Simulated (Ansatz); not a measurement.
Run this with the Ansatz DFT code, driven from Python and show what comes out.

The script, `ti2co_edit.py`:
```python
# -*- coding: utf-8 -*-
"""Editing single keys of the input for Ti2Co."""

import warnings

import ansatz as az

warnings.simplefilter("ignore", az.DeckWarning)

system = (
    az.Lattice.of((0.0, 3.365, 3.365), (3.365, 0.0, 3.365), (3.365, 3.365, 0.0))
    .atom("Ti", (0.625, 0.625, 0.625))
    .atom("Ti", (0.125, 0.625, 0.625))
    .atom("Ti", (0.625, 0.625, 0.125))
    .atom("Ti", (0.625, 0.125, 0.625))
    .atom("Co", (0.0, 0.0, 0.0))
    .atom("Co", (0.25, 0.25, 0.25))
    .moments(Co=1.8)
)

base = (
    system.calculation()
    .functional("lda")
    .kpoints(6)
    .occupations("Fermi-Dirac", width=0.1)
    .spin("collinear")
    .band_table()
)
typed = base.input()
rows = []
for value in [0.1, 0.3, 0.6]:
    edited = typed.set(az.key.scf.mixing.beta, value)
    report = az.Session.from_dict(edited).plan().execute().report
    rows.append((value, report["free_energy_ev"], report["n_iterations"], len(report["eigenvalues_ev"][0]) if "eigenvalues_ev" in report else 0))
print("          beta            F eV      iterations    bands listed")
for row in rows:
    print(f"{str(row[0]):>14s}  {row[1]:14.5f}  {row[2]:14d}  {row[3]:14d}")
```

```console
$ python ti2co_edit.py
RunWarning: the starting moments were not kept: the SCF closed with an absolute magnetisation of 5.8e-6 μB, where they sum to 3.6 μB in size (2 sites). That is at most 0.1 of that sum. Measured as [...]
          beta            F eV      iterations    bands listed
           0.1    -19924.43760              19              52
           0.3    -19924.43760              18              52
           0.6    -19924.43760              20              52
```
(Warnings from the package without file and line, shortened, repeats left out.)

Notes:
- Total energies depend on the potentials; only differences at equal settings carry meaning. A total without «per atom» is that of the whole cell that was run.
- The SCF didn't keep the moments it started from (some shrank, vanished or turned); what is printed is the state reached.
- The mesh is modest for a metal, so energies can be off by several to tens of meV an atom and pressures by half a GPa or more; differences at equal mesh fare better.
- The starting cell is as deposited in a crystallographic database; the results hold for this polymorph, which needn't be the stable one.
- The script silences the warnings on its input, which a real study should read.
- Timing: 2 min on 1 thread of Arm Neoverse V2, on a shared host, peak memory 0.51 GiB.
